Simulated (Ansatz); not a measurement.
# InPH₆: up Jacob's ladder to CCSD(T)

The task here is to estimate one member of a computed series from the others.

Computed with Ansatz 0.2.0, Gaussian basis. Level: functionals in def2-TZVPP, the program's frozen cores in correlated methods.

The runs, in order: LDA (SPW92), PBE-D4, revPBE-D4, BLYP-D4, r2SCAN-D4, B97M-V, PBE0-D4, B3LYP-D4, r2SCANh-D4, r2SCAN0-D4, HSE06-D4, BHLYP-D4, CAM-B3LYP-D4, LC-ωPBE, ωB97X-V, ωB97M-V, B2PLYP, PBE-QIDH; CCSD(T)/def2-SVP; CCSD(T)/def2-TZVPP; MP2/def2-QZVPP; extrapolation to the limit; RPA on PBE.

**Structure used throughout**

An earlier PBE0-D4 in a triple-zeta def2 set relaxation fixed the geometry. In takes the def2 core potential; no spin-orbit term is included.

SMILES `[PH3+][InH3-]`, 8 atoms, charge 0, spin multiplicity 1.

Atoms are counted from 1 here; the program's logs count them from 0.

Bond lengths: P1–In2 2.782 Å, P1–H3 1.411 Å, P1–H4 1.411 Å, P1–H5 1.411 Å, In2–H6 1.731 Å, In2–H7 1.731 Å, In2–H8 1.731 Å. Angles: In2–P1–H3 119.8°, In2–P1–H4 119.6°, In2–P1–H5 119.7°, H3–P1–H4 97.6°, H3–P1–H5 97.6°, H4–P1–H5 97.6°, P1–In2–H6 95.3°, P1–In2–H7 95.1°, P1–In2–H8 95.2°, H6–In2–H7 119.2°, H6–In2–H8 119.2°, H7–In2–H8 119.2°.

Coordinates:

```xyz
8
charge 0, multiplicity 1
P    -0.59332    0.06263   -1.02657
In    0.82197   -0.09988    1.36280
H    -1.99746   -0.07721   -1.02178
H    -0.31893   -0.85574   -2.06206
H    -0.52679    1.24047   -1.80082
H     0.02327    1.24080    2.11191
H     2.37606    0.14067    0.63890
H     0.30739   -1.70875    1.74182
```

The first run:

Contents of in.yaml:

```yaml
crystal:
  periodic: [false, false, false]
  atoms:
    - {symbol: P, position_ang: [-0.593320, 0.062630, -1.026568]}
    - {symbol: In, position_ang: [0.821967, -0.099876, 1.362800]}
    - {symbol: H, position_ang: [-1.997457, -0.077211, -1.021777]}
    - {symbol: H, position_ang: [-0.318927, -0.855735, -2.062063]}
    - {symbol: H, position_ang: [-0.526791, 1.240474, -1.800818]}
    - {symbol: H, position_ang: [0.023271, 1.240795, 2.111912]}
    - {symbol: H, position_ang: [2.376062, 0.140674, 0.638898]}
    - {symbol: H, position_ang: [0.307395, -1.708752, 1.741816]}
basis:
  gaussian: {orbitals: def2-TZVPP}
hamiltonian: {xc: lda}
output: {orbitals: {seedname: orbitals}}
```

Steps of the session up to this table: LDA; PBE-D4 (GGA); revPBE-D4 (GGA); BLYP-D4 (GGA); r2SCAN-D4 (meta-GGA); B97M-V (meta-GGA); PBE0-D4 (hybrid); B3LYP-D4 (hybrid); r2SCANh-D4 (hybrid); r2SCAN0-D4 (hybrid); HSE06-D4 (hybrid); BHLYP-D4 (hybrid); CAM-B3LYP-D4 (range-separated); LC-ωPBE-D4 (range-separated; the results give it without D4); ωB97X-V (range-separated); ωB97M-V (range-separated); B2PLYP (double hybrid); PBE-QIDH (double hybrid).

One of the session's tables, all rows but one given; the rest of the session is left out.

It belongs to the step «Orbital energies across the functionals». 

| functional | HOMO (eV) | gap (eV) |
| --- | --- | --- |
| LDA (SPW92) | -6.51 | 5.11 |
| PBE-D4 | ? | ? |
| revPBE-D4 | -6.39 | 5.29 |
| BLYP-D4 | -6.35 | 5.20 |
| r2SCAN-D4 | -6.71 | 5.94 |
| B97M-V | -6.81 | 5.71 |
| PBE0-D4 | -7.58 | 7.11 |
| B3LYP-D4 | -7.42 | 6.69 |
| r2SCANh-D4 | -7.13 | 6.63 |
| r2SCAN0-D4 | -7.77 | 7.60 |
| HSE06-D4 | -7.18 | 6.36 |
| BHLYP-D4 | -8.69 | 8.84 |
| CAM-B3LYP-D4 | -8.95 | 9.23 |
| LC-ωPBE | -10.28 | 11.61 |
| ωB97X-V | -9.95 | 11.17 |
| ωB97M-V | -9.81 | 10.62 |

Q: Estimate the row for PBE-D4 from the others.

As computed: HOMO (eV): -6.43; gap (eV): 5.24. In the column «HOMO (eV)» it lies between LDA (SPW92) (-6.51) and revPBE-D4 (-6.39).
